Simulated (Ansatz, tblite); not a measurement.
**ZnMeH (CH₄Zn): removing an electron**

One table from this session's results is given with a row withheld; the runs are named, their logs left out.

The runs use Ansatz 0.2.0, Gaussian basis; as each input shows.

Levels to be run: charge +1 doublet, at the geometry of the singlet (PBE0-D4/def2-TZVP, PBE-D4/def2-TZVP, r2SCAN-D4/def2-TZVP, CCSD(T)/def2-TZVPP); charge +1 doublet, relaxed (PBE0-D4/def2-TZVP, PBE-D4/def2-TZVP); the starting singlet's energies come from earlier runs.

### The structure

The singlet was relaxed beforehand with PBE-D4/def2-TZVP.

6 atoms, charge 0, spin multiplicity 1.

Atoms are counted from 1 here; the program's logs count them from 0.

Bond lengths: Zn1–C2 1.945 Å, Zn1–H6 1.546 Å, C2–H3 1.100 Å, C2–H4 1.100 Å, C2–H5 1.100 Å. Angles: C2–Zn1–H6 180.0°, Zn1–C2–H3 110.9°, Zn1–C2–H4 110.9°, Zn1–C2–H5 110.9°, H3–C2–H4 108.0°, H3–C2–H5 108.0°, H4–C2–H5 108.0°.

The first run:

The input, in.yaml:

```yaml
crystal:
  periodic: [false, false, false]
  atoms:
    - {symbol: Zn, position_ang: [-0.006829, 0.003758, -1.235160]}
    - {symbol: C, position_ang: [0.003829, -0.002029, 0.709500]}
    - {symbol: H, position_ang: [-0.447281, 0.918949, 1.107537]}
    - {symbol: H, position_ang: [1.031342, -0.071779, 1.096161]}
    - {symbol: H, position_ang: [-0.565971, -0.856969, 1.102636]}
    - {symbol: H, position_ang: [-0.015081, 0.008059, -2.780683]}
basis:
  gaussian: {orbitals: def2-TZVP}
total_charge: 1
magnetization: {spin_polarized: true, initial_magnetization: 1}
hamiltonian: {xc: pbe0, dispersion: d4}
output: {orbitals: {seedname: orbitals}}
```

The run is started by

```
> ansatz run in.yaml --threads 4 --pin off --events-out ev --progress --plain --max-ram 3916MiB
```

Steps of the session up to this table: Charge +1 doublet at the fixed geometry, PBE0-D4/def2-TZVP; Charge +1 doublet at the fixed geometry, PBE-D4/def2-TZVP; Charge +1 doublet at the fixed geometry, r2SCAN-D4/def2-TZVP; Charge +1 doublet at the fixed geometry, CCSD(T)/def2-TZVPP.

One table of the session follows, with a row left open; its other results are not shown here.

It belongs to the step «Vertical ionisation energy». 

```
             method  vertical ionisation energy (eV)
      HF/def2-TZVPP                             8.80
   PBE-D4/def2-TZVP                             9.74
r2SCAN-D4/def2-TZVP                             9.74
  PBE0-D4/def2-TZVP                             9.80
     MP2/def2-TZVPP                            10.15
    CCSD/def2-TZVPP                             9.88
 CCSD(T)/def2-TZVPP                                ?
```

**Question.** Estimate the row for CCSD(T)/def2-TZVPP.

As computed: vertical ionisation energy (eV): 9.94. In the column «vertical ionisation energy (eV)» it lies between CCSD/def2-TZVPP (9.88) and MP2/def2-TZVPP (10.15).
